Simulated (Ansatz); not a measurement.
# MnBeV: the cost of one run

Computed with Ansatz 0.2.0 (DFT PBE, scalar-relativistic, plane waves, PAW, unless a step's input says otherwise).

## 1. Starting point

The structure is tetragonal, space group P4/nmm (No. 129). Conventional cell: a = 3.270 Å, b = 3.270 Å, c = 5.755 Å, α = 90.00°, β = 90.00°, γ = 90.00°. Be (site symmetry 4mm) is surrounded by 4 V at 2.02 Å and 5 Mn at 2.46 to 2.55 Å. Mn (site symmetry 4mm) is surrounded by 5 Be at 2.46 to 2.55 Å and 4 V at 2.60 Å. Around V (site symmetry -4m2) lie 4 Be at 2.02 Å and 4 V at 2.31 Å.

Coordinates:

```cif
data_structure
_symmetry_space_group_name_H-M 'P4/nmm:1'
_symmetry_Int_Tables_number 129
_cell_length_a 3.2703
_cell_length_b 3.2703
_cell_length_c 5.7553
_cell_angle_alpha 90.000
_cell_angle_beta 90.000
_cell_angle_gamma 90.000
_cell_volume 61.55
loop_
_atom_site_label
_atom_site_type_symbol
_atom_site_symmetry_multiplicity
_atom_site_Wyckoff_symbol
_atom_site_fract_x
_atom_site_fract_y
_atom_site_fract_z
_atom_site_occupancy
Be1 Be 2 c 0.50000 0.00000 0.20550 1
Mn1 Mn 2 c 0.50000 0.00000 0.64850 1
V1 V 2 a 0.00000 0.00000 0.00000 1
```

(A quick probe on a coarse mesh, which set the mesh and smearing, is not shown.)

## 3. Coarse relaxation

File input.yaml:

```yaml
crystal:
  lattice:
    - [3.2702738799, 0.0, 0.0]
    - [0.0, 3.2702738799, 0.0]
    - [0.0, 0.0, 5.7552742599]
  atoms:
    - { symbol: Be, position: [0.5, 0.0, 0.2055] }
    - { symbol: Be, position: [0.0, 0.5, 0.7945] }
    - { symbol: Mn, position: [0.5, 0.0, 0.6485], spin: 2.48 }
    - { symbol: Mn, position: [0.0, 0.5, 0.3515], spin: 2.48 }
    - { symbol: V, position: [0.0, 0.0, 0.0], spin: -0.15 }
    - { symbol: V, position: [0.5, 0.5, 0.0], spin: -0.15 }
basis:
  ecutwfc: 420
kpoints:
  mp_grid: { grid: [6, 6, 4] }
hamiltonian:
  xc: pbe
scf:
  occupations: { method: gaussian, width: 0.1 }
  lower_state_search: "off"
output:
  forces: true
  stress: true
  eigenvalues: true
  populations: true
magnetization:
  spin_polarized: true
relax:
  adjacent_minimum: "off"
  f_tol: 0.04
  max_steps: 70
  cell: { stress_tol: 0.4 }
```

Launch:

```
$ ansatz run input.yaml --threads 1 --pin off --max-ram 2560MiB --backend cpu --events-out ev --progress --plain --runs-dir out
```

**Question.** How long does this run take on 1 thread of Arm Neoverse V2, shared host, and how much memory does it need?

About 81 s, with a peak of 0.45 GiB.
